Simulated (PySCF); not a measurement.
# Cl2F4In2 ((F2In-mu-Cl)2): the cost of one run

Programs: PySCF 2.14.0, with density-fitted response routines of our own. Each step states its level of theory. These are calculated values for one molecule in the gas phase, unless marked as measured. Atoms are numbered from 0 throughout.

## (1) The molecule as given

8 atoms, charge 0, multiplicity 1; geometry from: GFN2-xTB. The atoms were then displaced at random by about 0.03 Å, so the start is not that level's minimum.

Bonds of the start (Å): In0–F1 1.92, In0–F2 1.97, In0–Cl3 2.50, In0–Cl7 2.53, Cl3–In4 2.50, In4–F5 1.91, In4–F6 1.97, In4–Cl7 2.41.

## (2) Optimising the geometry at PBE0-D3(BJ)/def2-SVP

What the job is given:

```
{"job": {"xc": "PBE0", "basis": "def2-SVP", "d3": "d3bj", "grid": 1, "maxiter": 40, "shake": 0.03, "kind": "geom"}, "charge": 0, "multiplicity": 1}
In    -0.680710    -0.639580     1.443640
F     -1.481070    -2.386840     1.485770
F     -0.911970     0.614660     2.949580
Cl     1.659620    -0.562830     0.573140
In     0.730620     0.544110    -1.463480
F      0.908270    -0.633110    -2.955150
F      1.429380     2.390180    -1.517050
Cl    -1.515920     0.587760    -0.600150
```

Launch:

```sh
$ OMP_NUM_THREADS=1 python probes_run.py task.json out
```

This one command runs all jobs of the session in turn.

**Question.** How long does this first job take on 1 thread of Arm Neoverse V1, shared host, and how much memory does it need?

About 6.2 min, with a peak of 0.62 GiB.
